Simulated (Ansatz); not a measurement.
**The selenium atom (triplet): the correlation ladder, def2-SVPD**

Aim: climb from Hartree-Fock through coupled cluster and multireference methods for the selenium atom (triplet) at one geometry and basis, and see what each rung misses.

Computed with Ansatz 0.2.0, Gaussian basis. Level: def2-SVPD, core rule «outside noble gas», up to 14 orbitals frozen.

To be run: UHF; CCSD(T) on ROHF; CCSD(T) on UHF; BCCD(T) on ROHF; CISD; CCSDT(Q) on ROHF; CCSDT(Q) on UHF; CISDTQ; CASSCF and MRCISD+Q, 6 electrons in 4 orbitals; CASSCF and MRCISD+Q(relaxed), 6 electrons in 4 orbitals; CASSCF and NEVPT4(SD), 6 electrons in 4 orbitals; CASSCF and NEVPT2, 6 electrons in 4 orbitals.

## (1) The atom

A free atom, in its lowest state of this spin that the program finds. No spin-orbit coupling is included. The filled d shell of Se may be among the frozen orbitals whatever the setting's name suggests; the logs give the count.

1 atom, charge 0, spin multiplicity 3.

## (2) UHF

in.yaml reads:

```yaml
crystal:
  periodic: [false, false, false]
  atoms:
    - {symbol: Se, position_ang: [0.000000, 0.000000, 0.000000]}
basis:
  gaussian: {orbitals: def2-SVPD}
magnetization: {spin_polarized: true, initial_magnetization: 2}
hamiltonian: {xc: hf}
output: {orbitals: {seedname: orbitals}}
```

On the command line:

```bash
> ansatz run in.yaml --threads 1 --pin off --events-out ev --progress --plain --max-ram 2393MiB
```

After this run come: CCSD(T) on ROHF; CCSD(T) on UHF; BCCD(T) on ROHF; CISD; CCSDT(Q) on ROHF; CCSDT(Q) on UHF; CISDTQ; CASSCF and MRCISD+Q, 6 electrons in 4 orbitals; CASSCF and MRCISD+Q(relaxed), 6 electrons in 4 orbitals; CASSCF and NEVPT4(SD), 6 electrons in 4 orbitals; CASSCF and NEVPT2, 6 electrons in 4 orbitals.

Before running them: what should the planned runs give, taken together? Wanted: UCCSDT(Q) below the RHF energy; RMP2 from UCCSDT(Q); UMP2 from UCCSDT(Q); RCCSD from UCCSDT(Q); RCCSD(T) from UCCSDT(Q); UCCSD(T) from UCCSDT(Q); RCCSDT(Q) from UCCSDT(Q); NEVPT2 valence from UCCSDT(Q); NEVPT4(SD) valence from UCCSDT(Q).

As calculated:

| quantity | value |
| --- | --- |
| UCCSDT(Q) below the RHF energy | -2.7360 eV |
| RMP2 from UCCSDT(Q) | +499.3 meV |
| UMP2 from UCCSDT(Q) | +513.9 meV |
| RCCSD from UCCSDT(Q) | +68.6 meV |
| RCCSD(T) from UCCSDT(Q) | +20.6 meV |
| UCCSD(T) from UCCSDT(Q) | +12.4 meV |
| RCCSDT(Q) from UCCSDT(Q) | +7.7 meV |
| NEVPT2 valence from UCCSDT(Q) | +657.8 meV |
| NEVPT4(SD) valence from UCCSDT(Q) | +62.6 meV |
| MRCISD+Q valence from UCCSDT(Q) | -7.1 meV |
| levels within 1 kcal/mol (43 meV) | RCCSD(T), UCCSD(T), BCCD(T), RCCSDT, UCCSDT, CISDTQ, RCCSDT(Q), MRCISD+Q valence, MRCISD+Q(relaxed) valence |
| T1 diagnostic | 0.014 |
| effectively unpaired electrons | 2.00 |

RCCSD(T) misses by +20.6 meV, 0.8 % of the correlation energy. One determinant dominates. Of the multireference levels listed MRCISD+Q valence comes nearest in total energy (-7.1 meV), which doesn't show that its space is the better one. These misses are within one basis, not against nature; the frozen cores of restricted and unrestricted runs differ, which can shift their rows.
